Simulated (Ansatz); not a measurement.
# C5H21N3Si3: the cost of one run

The runs use Ansatz 0.2.0, Gaussian basis; the settings change from run to run.

3 further runs of the same task are left out: 3 that didn't finish.

### Step 1. The geometry

An earlier PBE-D4/def2-SVP relaxation fixed the geometry.

SMILES `C[SiH2]N(C)[SiH2]N(C)[SiH2]N(C)C`, 32 atoms, charge 0, spin multiplicity 1.

Atoms are counted from 1 here; the program's logs count them from 0.

Bond lengths: C1–Si2 1.890 Å, C1–H12 1.109 Å, C1–H13 1.109 Å, C1–H14 1.110 Å, Si2–N3 1.763 Å, Si2–H15 1.503 Å, Si2–H16 1.511 Å, N3–C4 1.467 Å, N3–Si5 1.756 Å, C4–H17 1.113 Å, C4–H18 1.115 Å, C4–H19 1.112 Å, Si5–N6 1.761 Å, Si5–H20 1.503 Å, Si5–H21 1.504 Å, N6–C7 1.469 Å, N6–Si8 1.757 Å, C7–H22 1.114 Å and more. Angles: Si2–C1–H12 111.2°, Si2–C1–H13 111.1°, Si2–C1–H14 110.6°, H12–C1–H13 108.1°, H12–C1–H14 108.1°, H13–C1–H14 107.6°, C1–Si2–N3 112.5°, C1–Si2–H15 110.4°, C1–Si2–H16 107.9°, N3–Si2–H15 107.6°, N3–Si2–H16 108.6°, H15–Si2–H16 109.8°, Si2–N3–C4 117.1°, Si2–N3–Si5 125.6°, C4–N3–Si5 117.2°, N3–C4–H17 111.3°, N3–C4–H18 113.1°, N3–C4–H19 111.1° and more.

Geometry (Å):

```xyz
32
C5H21N3Si3
C     3.3977   -2.0301   -1.1736
Si    3.6590   -0.4486   -0.1729
N     2.2015    0.5387   -0.0758
C     1.6869    1.0962   -1.3312
Si    1.2522    0.8203    1.3748
N    -0.3328    0.0613    1.2687
C    -0.3578   -1.3935    1.0648
Si   -1.8769    0.8743    1.4698
N    -2.9109    0.4930    0.1105
C    -4.3282    0.2248    0.2378
C    -2.4650    0.7434   -1.2458
H     2.6439   -2.6876   -0.6941
H     3.0498   -1.7997   -2.2016
H     4.3469   -2.5988   -1.2595
H     4.0768   -0.7812    1.2318
H     4.7434    0.3562   -0.8514
H     2.5168    1.4012   -2.0079
H     1.0436    0.3817   -1.8966
H     1.0762    2.0071   -1.1443
H     0.9874    2.2880    1.5588
H     2.0674    0.2511    2.5031
H    -0.2172   -1.9619    2.0128
H    -1.3260   -1.7056    0.6195
H     0.4430   -1.7102    0.3611
H    -2.6672    0.4021    2.6642
H    -1.5229    2.3304    1.6366
H    -4.9647    1.0797   -0.1011
H    -4.6280   -0.6622   -0.3700
H    -4.5894    0.0123    1.2941
H    -2.9399    1.6489   -1.6994
H    -1.3657    0.8866   -1.2678
H    -2.7003   -0.1180   -1.9151
```

### Step 2. SPW92/def2-mTZVP

Options: charge -1, multiplicity 2.

Input file in.yaml:

```yaml
crystal:
  periodic: [false, false, false]
  atoms:
    - {symbol: C, position_ang: [3.397671, -2.030107, -1.173601]}
    - {symbol: Si, position_ang: [3.659048, -0.448592, -0.172916]}
    - {symbol: N, position_ang: [2.201483, 0.538733, -0.075811]}
    - {symbol: C, position_ang: [1.686931, 1.096241, -1.331245]}
    - {symbol: Si, position_ang: [1.252235, 0.820272, 1.374848]}
    - {symbol: N, position_ang: [-0.332767, 0.061330, 1.268654]}
    - {symbol: C, position_ang: [-0.357789, -1.393487, 1.064810]}
    - {symbol: Si, position_ang: [-1.876909, 0.874315, 1.469823]}
    - {symbol: N, position_ang: [-2.910931, 0.493004, 0.110505]}
    - {symbol: C, position_ang: [-4.328156, 0.224760, 0.237822]}
    - {symbol: C, position_ang: [-2.465000, 0.743388, -1.245841]}
    - {symbol: H, position_ang: [2.643857, -2.687560, -0.694144]}
    - {symbol: H, position_ang: [3.049817, -1.799729, -2.201626]}
    - {symbol: H, position_ang: [4.346882, -2.598758, -1.259536]}
    - {symbol: H, position_ang: [4.076817, -0.781223, 1.231774]}
    - {symbol: H, position_ang: [4.743373, 0.356204, -0.851407]}
    - {symbol: H, position_ang: [2.516841, 1.401235, -2.007932]}
    - {symbol: H, position_ang: [1.043632, 0.381716, -1.896606]}
    - {symbol: H, position_ang: [1.076173, 2.007052, -1.144314]}
    - {symbol: H, position_ang: [0.987432, 2.288006, 1.558842]}
    - {symbol: H, position_ang: [2.067393, 0.251090, 2.503095]}
    - {symbol: H, position_ang: [-0.217162, -1.961938, 2.012841]}
    - {symbol: H, position_ang: [-1.325981, -1.705565, 0.619521]}
    - {symbol: H, position_ang: [0.443022, -1.710153, 0.361079]}
    - {symbol: H, position_ang: [-2.667173, 0.402111, 2.664157]}
    - {symbol: H, position_ang: [-1.522892, 2.330377, 1.636650]}
    - {symbol: H, position_ang: [-4.964691, 1.079684, -0.101065]}
    - {symbol: H, position_ang: [-4.627996, -0.662212, -0.370042]}
    - {symbol: H, position_ang: [-4.589358, 0.012310, 1.294057]}
    - {symbol: H, position_ang: [-2.939861, 1.648854, -1.699436]}
    - {symbol: H, position_ang: [-1.365685, 0.886647, -1.267842]}
    - {symbol: H, position_ang: [-2.700267, -0.118025, -1.915135]}
basis:
  gaussian: {orbitals: def2-mTZVP}
total_charge: -1
magnetization: {spin_polarized: true, initial_magnetization: 1}
hamiltonian: {xc: {name: SPW92}}
scf: {omitted_lower_state_checks: [starts]}
```

The run is started by

```bash
$ ansatz run in.yaml --threads 4 --pin off --events-out ev --progress --plain --max-ram 6963MiB
```

**Question.** How long does this run take on 4 threads of Arm Neoverse V1, shared host, and how much memory does it need?

About 11 s, with a peak of 0.74 GiB.
